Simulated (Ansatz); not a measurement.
**GaBH (quartet): B2PLYP, RPA-PBE over vertical spin and charge gaps, 6-31G**

How well do these functionals follow the top wave-function level for GaBH (quartet) over vertical spin and charge gaps?

Program: Ansatz 0.2.0, Gaussian basis. Level of theory: 6-31G, all electrons in the functionals, frozen cores in the correlation of double hybrids and RPA. These are calculated values, not measurements.

To be run: B2PLYP, RPA-PBE, at charge 0, quartet; charge 0, doublet; charge 0, sextet; charge 1, triplet; charge 1, quintet.

17 further runs of the same task are left out: 5 that didn't finish, 12 set aside as unsound or not needed. Runs told in other sessions of the task aren't counted.

**1. What is computed**

The geometry is a PBE0/def2-TZVP stationary point (not a proven minimum). No spin-orbit coupling is included. The filled d shell of Ga may be among the frozen orbitals whatever the setting's name suggests.

3 atoms, charge 0, spin multiplicity 4.

Atoms are counted from 1 here; the program's logs count them from 0.

Bond lengths: B1–Ga2 1.902 Å, Ga2–H3 1.543 Å. Angles: B1–Ga2–H3 180.0°.

No dispersion term is added.

The geometry shown and the zero of energy belong to the point charge 0, quartet. The yardstick, FCI, and other wave-function levels (R restricted, U unrestricted, valence and pair active spaces) come from earlier runs.

**2. B2PLYP, charge 0, quartet**

in.yaml

```yaml
crystal:
  periodic: [false, false, false]
  atoms:
    - {symbol: B, position_ang: [0.000000, 0.000000, 1.782800]}
    - {symbol: Ga, position_ang: [0.000000, 0.000000, -0.119700]}
    - {symbol: H, position_ang: [0.000000, 0.000000, -1.663100]}
basis:
  gaussian: {orbitals: 6-31G}
magnetization: {spin_polarized: true, initial_magnetization: 3}
hamiltonian: {xc: {name: B2PLYP}}
correlation: {electrons: outside_noble_gas}
```

Launch:

```sh
ansatz run in.yaml --threads 1 --pin off --events-out ev --progress --plain --max-ram 2393MiB
```

Further steps of the session: B2PLYP, charge 0, doublet; B2PLYP, charge 0, sextet; B2PLYP, charge 1, triplet; B2PLYP, charge 1, quintet; RPA-PBE, charge 0, quartet; RPA-PBE, charge 0, doublet; RPA-PBE, charge 0, sextet; RPA-PBE, charge 1, triplet; RPA-PBE, charge 1, quintet.

Before running them: what should the planned runs give, taken together? Wanted: quartet to doublet, FCI; quartet to sextet, FCI; ionisation to the triplet cation, FCI; ionisation to the quintet cation, FCI; largest miss, B2PLYP; largest miss, RPA-PBE.

**Answer**, as computed:

```
                             quantity                                              value
              quartet to doublet, FCI                                      26.1 kcal/mol
               quartet to sextet, FCI                                     161.5 kcal/mol
ionisation to the triplet cation, FCI                                     175.1 kcal/mol
ionisation to the quintet cation, FCI                                     271.5 kcal/mol
                 largest miss, B2PLYP  +10.8 kcal/mol (ionisation to the quintet cation)
                largest miss, RPA-PBE                  -2.7 kcal/mol (quartet to sextet)
```

Of the functionals, RPA-PBE keep the smallest largest miss at the points compared (at most 2.7 kcal/mol) and B2PLYP strays most (10.8 kcal/mol, at ionisation to the quintet cation). B2PLYP, RPA-PBE clearly break the spin symmetry at some points (⟨S²⟩ up to 0.89 above the pure value), so energy there is bought with a mixed spin. Functionals and the yardstick converge differently with the basis, so part of each miss in 6-31G is the basis.
